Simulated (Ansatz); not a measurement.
CH₅NSSn, SMILES [NH2][SnH]1[CH2][S]1: an atomisation energy, run with Ansatz's Python interface.

`ch5nssn.xyz`
```text
9

N    -1.11870    1.43770   -0.38880
Sn    0.53710    0.44580    0.10640
C     0.15040   -1.51300    0.77060
S     0.50220   -1.79140   -0.95300
H    -1.29860    1.34560   -1.44590
H    -0.96040    2.51100   -0.25130
H     2.09850    1.12090   -0.41010
H    -0.82250   -1.68370    1.10290
H     1.00050   -1.91910    1.45230
```

The script, `tae_ch5nssn.py`:
```python
'''Energy to split CH5NSSn into its atoms.'''

from collections import Counter
import logging
import sys

import ansatz as az

logging.basicConfig(stream=sys.stdout, format='%(name)s: %(message)s')
log = logging.getLogger('ch5nssn')
log.setLevel(logging.INFO)


def total_energy(molecule, charge=0, unpaired=0):
    calc = (
        molecule.calculation()
        .basis(gaussian='def2-SVPD')
        .functional('cam_b3lyp')
        .accuracy('high')
    )
    if charge:
        calc = calc.charge(charge)
    if unpaired:
        calc = calc.spin('collinear', total=unpaired)
    return calc.run(threads=1).report['free_energy_ev']


def main() -> None:
    ch5nssn = az.Crystal.molecule_from_extxyz('ch5nssn.xyz')

    # unpaired electrons of the ground-state atoms
    unpaired = {'N': 3, 'Sn': 2, 'C': 2, 'S': 2, 'H': 1}
    counts = Counter(site.symbol for site in ch5nssn.cartesian_sites)
    atom_energy = {s: total_energy(az.Crystal.molecule().atom(s, (0, 0, 0)), 0, unpaired[s]) for s in counts}
    whole = total_energy(ch5nssn, 0, 0)
    for s, e in atom_energy.items():
        log.info(f'{s:2s} x{counts[s]}  {e:14.5f} eV')
    log.info(f'CH5NSSn: {whole:.5f} eV')
    split = sum(counts[s] * e for s, e in atom_energy.items()) - whole
    log.info(f'atomisation energy (no zero-point term): {split:.3f} eV, {split / sum(counts.values()):.3f} eV an atom')


if __name__ == '__main__':
    main()
```

What does it cost to take this molecule apart into atoms?

27.986 eV from the electronic energies, without the zero-point term.

The run itself:

```console
$ python tae_ch5nssn.py
ch5nssn: N  x1     -1483.49621 eV
ch5nssn: Sn x1     -5829.52037 eV
ch5nssn: C  x1     -1028.38617 eV
ch5nssn: S  x1    -10830.02497 eV
ch5nssn: H  x5       -13.54842 eV
ch5nssn: CH5NSSn: -19267.15591 eV
ch5nssn: atomisation energy (no zero-point term): 27.986 eV, 3.110 eV an atom
```

Caveats:
- These settings explore the input space; basis and method may be short of convergence.
- The geometry is a force-field or estimated start, not a minimum of this method, and the basis set is short of its limit. All parts are taken at fixed geometry, without zero-point energy.
- def2 sets replace the cores of elements past krypton by effective core potentials.
- The spin-orbit lowering of heavy atoms is left out.
- The whole script took 27 s on 1 thread of Arm Neoverse V2, on a shared host, peak memory 0.83 GiB.

(Lines on the test bed's own set-up are left out of the output.)
